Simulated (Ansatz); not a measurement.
# MgSe+ (doublet): from Hartree-Fock to the top rungs, cc-pVDZ

How much of the correlation energy of MgSe+ (doublet) does each wave-function method recover here?

Method: cc-pVDZ, core rule «outside noble gas», up to 19 orbitals frozen; program: Ansatz 0.2.0, Gaussian basis.

To be run: UHF; CCSD(T) on ROHF; CCSD(T) on UHF; BCCD(T) on ROHF; CISD; CCSDT(Q) on ROHF; CCSDT(Q) on UHF; Full CI; Full CI in the symmetry of the determinant.

16 further runs of the same task are left out: 8 for a known fault of the program, 3 that didn't finish, 5 set aside as unsound or not needed.

### Step 1. The system

The geometry is a PBE0/def2-TZVP stationary point (not a proven minimum) of the parent state, kept for this charge and spin. No spin-orbit coupling is included. The filled d shell of Se may be among the frozen orbitals whatever the setting's name suggests; the logs give the count.

2 atoms, charge 1, spin multiplicity 2.

Atoms are counted from 1 here; the program's logs count them from 0.

Bond lengths: Se1–Mg2 2.864 Å.

Geometry (Å):

```xyz
2
charge 1, multiplicity 2
Se    0.00000    0.00000    0.00000
Mg    0.00000    0.00000    2.86430
```

### Step 2. UHF

Input file in.yaml:

```yaml
crystal:
  periodic: [false, false, false]
  atoms:
    - {symbol: Se, position_ang: [0.000000, 0.000000, 0.000000]}
    - {symbol: Mg, position_ang: [0.000000, 0.000000, 2.864300]}
basis:
  gaussian: {orbitals: cc-pVDZ}
total_charge: 1
magnetization: {spin_polarized: true, initial_magnetization: 1}
hamiltonian: {xc: hf}
output: {orbitals: {seedname: orbitals}}
```

Run with:

```bash
$ ansatz run in.yaml --threads 1 --pin off --events-out ev --progress --plain --max-ram 2393MiB
```

The runs that follow: CCSD(T) on ROHF; CCSD(T) on UHF; BCCD(T) on ROHF; CISD; CCSDT(Q) on ROHF; CCSDT(Q) on UHF; Full CI; Full CI in the symmetry of the determinant.

Before running them: what should the planned runs give, taken together? Wanted: FCI from the RHF energy; RMP2 from FCI; UMP2 from FCI; RCCSD from FCI; RCCSD(T) from FCI; UCCSD(T) from FCI; RCCSDT(Q) from FCI; UCCSDT(Q) from FCI; T1 diagnostic.

**Answer**, as computed:

| quantity | value |
| --- | --- |
| FCI from the ROHF energy | -3.6920 eV |
| RMP2 from FCI | +728.5 meV |
| UMP2 from FCI | +792.7 meV |
| RCCSD from FCI | +169.5 meV |
| RCCSD(T) from FCI | +41.8 meV |
| UCCSD(T) from FCI | +42.5 meV |
| RCCSDT(Q) from FCI | +0.2 meV |
| UCCSDT(Q) from FCI | -3.5 meV |
| levels within 1 kcal/mol (43 meV) | RCCSD(T), UCCSD(T), RCCSDT, UCCSDT, RCCSDT(Q), UCCSDT(Q) |
| T1 diagnostic | 0.042 |
| effectively unpaired electrons | 1.22 |

What this shows: RCCSD(T) lands +41.8 meV from the yardstick (1.1 % of the correlation energy). UCCSDT(Q) falls below full CI: unrestricted runs freeze a spin-polarised core, another one than full CI's, and coupled cluster isn't variational. The occupations show some static correlation. Coupled cluster took another determinant than the lowest Hartree-Fock one. These misses are within one basis, not against nature; the frozen cores of restricted and unrestricted runs differ, which can shift their rows.

Levels on UHF freeze UHF's core orbitals, full CI those of ROHF, so the U rows can settle a little off it for that reason alone.

With open shells the CI space here admits some triples and quadruples, so it is larger than plain CISD.
